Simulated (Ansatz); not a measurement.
# CH3BrOSn: how energies converge with the basis set

The task here is to estimate one member of a computed series from the others.

The runs use Ansatz 0.2.0, Gaussian basis; one geometry, several basis sets.

Plan: PBE0-D4/def2-SVP; ωB97M-V/def2-SVP; PBE0-D4/def2-QZVPP; ωB97M-V/def2-QZVPP; the functionals' def2-TZVPP values are taken from earlier runs.

**Structure used throughout**

The geometry comes from an earlier relaxation with PBE0-D4 in a triple-zeta def2 set; it is a stationary point, not always the lowest conformer. Sn takes the def2 core potential; no spin-orbit term is included.

7 atoms, charge 0, spin multiplicity 1.

Atoms are counted from 1 here; the program's logs count them from 0.

Bond lengths: C1–O2 1.405 Å, C1–H5 1.095 Å, C1–H6 1.095 Å, C1–H7 1.095 Å, O2–Sn3 1.958 Å, Sn3–Br4 2.546 Å. Angles: O2–C1–H5 109.5°, O2–C1–H6 112.5°, O2–C1–H7 109.5°, H5–C1–H6 108.5°, H5–C1–H7 108.1°, H6–C1–H7 108.5°, C1–O2–Sn3 132.6°, O2–Sn3–Br4 99.3°.

The first run:

in.yaml reads:

```yaml
crystal:
  periodic: [false, false, false]
  atoms:
    - {symbol: C, position_ang: [-0.541409, 0.467991, 0.538185]}
    - {symbol: O, position_ang: [0.641507, 0.841948, -0.120220]}
    - {symbol: Sn, position_ang: [1.866446, -0.129282, -1.298474]}
    - {symbol: Br, position_ang: [0.693006, -2.388154, -1.337714]}
    - {symbol: H, position_ang: [-1.362831, 1.114155, 0.210741]}
    - {symbol: H, position_ang: [-0.819115, -0.573486, 0.343551]}
    - {symbol: H, position_ang: [-0.416404, 0.598729, 1.618331]}
basis:
  gaussian: {orbitals: def2-SVP}
hamiltonian: {xc: pbe0, dispersion: d4}
output: {orbitals: {seedname: orbitals}}
```

The run is started by

```console
$ ansatz run in.yaml --threads 4 --pin off --events-out ev --progress --plain --max-ram 10444MiB
```

Among the steps run: PBE0-D4 in def2-SVP; ωB97M-V in def2-SVP; PBE0-D4 in def2-QZVPP; ωB97M-V in def2-QZVPP.

One table of the session follows, with a row left open; its other results are not shown here.

It belongs to the step «Density functionals: the series». 

```
functional       basis  HOMO (eV)  LUMO (eV)
   PBE0-D4    def2-SVP      -7.60      -2.44
   PBE0-D4  def2-TZVPP      -7.71      -2.55
   PBE0-D4  def2-QZVPP      -7.72      -2.56
   ωB97M-V    def2-SVP          ?          ?
   ωB97M-V  def2-TZVPP      -9.78      -0.83
   ωB97M-V  def2-QZVPP      -9.80      -0.87
```

**Question.** Estimate the row for ωB97M-V, def2-SVP.

As computed: HOMO (eV): -9.63; LUMO (eV): -0.66. In the column «HOMO (eV)» it lies between ωB97M-V, def2-TZVPP (-9.78) and PBE0-D4, def2-QZVPP (-7.72).
